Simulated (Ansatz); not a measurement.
# Na2C: the cost of one run

Program: Ansatz 0.2.0. Level of theory: DFT PBE, scalar-relativistic, plane waves, PAW. These are calculated values, not measurements.

3 further runs of the same task are left out: 3 set aside as unsound or not needed.

## Step 1: The starting structure

Symmetry: I4/mmm, No. 139, tetragonal system. The conventional cell has a = 3.378 Å, b = 3.378 Å, c = 8.286 Å, α = 90.00°, β = 90.00°, γ = 90.00°. Around Na (site symmetry 4mm) lie 5 Na at 2.73 to 2.77 Å and 5 C at 2.75 to 2.78 Å. C (site symmetry 4/mmm) has 10 Na at 2.75 to 2.78 Å as nearest neighbours.

As a file:

```cif
data_structure
_symmetry_space_group_name_H-M 'I4/mmm'
_symmetry_Int_Tables_number 139
_cell_length_a 3.3775
_cell_length_b 3.3775
_cell_length_c 8.2855
_cell_angle_alpha 90.000
_cell_angle_beta 90.000
_cell_angle_gamma 90.000
_cell_volume 94.52
loop_
_atom_site_label
_atom_site_type_symbol
_atom_site_symmetry_multiplicity
_atom_site_Wyckoff_symbol
_atom_site_fract_x
_atom_site_fract_y
_atom_site_fract_z
_atom_site_occupancy
Na1 Na 4 e 0.50000 0.50000 0.16500 1
C1 C 2 a 0.00000 0.00000 0.00000 1
```

This is candidate A: MoSi2 (C11b) type (I4/mmm, No. 139).

(A quick probe on a coarse mesh, which set the mesh and smearing, is not shown.)

## Step 3: Rough relaxation on the coarse mesh (candidate A)

The input, input.yaml:

```yaml
crystal:
  lattice:
    - [-1.6887678911, 1.6887678911, 4.1427587328]
    - [1.6887678911, -1.6887678911, 4.1427587328]
    - [1.6887678911, 1.6887678911, -4.1427587328]
  atoms:
    - { symbol: Na, position: [0.665, 0.665, 0.0] }
    - { symbol: Na, position: [0.335, 0.335, 0.0] }
    - { symbol: C, position: [0.0, 0.0, 0.0], spin: 0.43 }
basis:
  ecutwfc: 420
kpoints:
  mp_grid: { grid: [8, 8, 8] }
hamiltonian:
  xc: pbe
scf:
  occupations: { method: gaussian, width: 0.1 }
  lower_state_search: "off"
output:
  forces: true
  stress: true
  eigenvalues: true
  populations: true
magnetization:
  spin_polarized: true
relax:
  adjacent_minimum: "off"
  f_tol: 0.04
  max_steps: 70
  cell: { stress_tol: 0.4 }
```

Run with:

```sh
> ansatz run input.yaml --threads 1 --pin off --max-ram 2560MiB --backend cpu --events-out ev --progress --plain --runs-dir out
```

Q: Estimate wall time and peak memory on 1 thread of Arm Neoverse V2, shared host.

About 1.8 min, with a peak of 0.39 GiB.
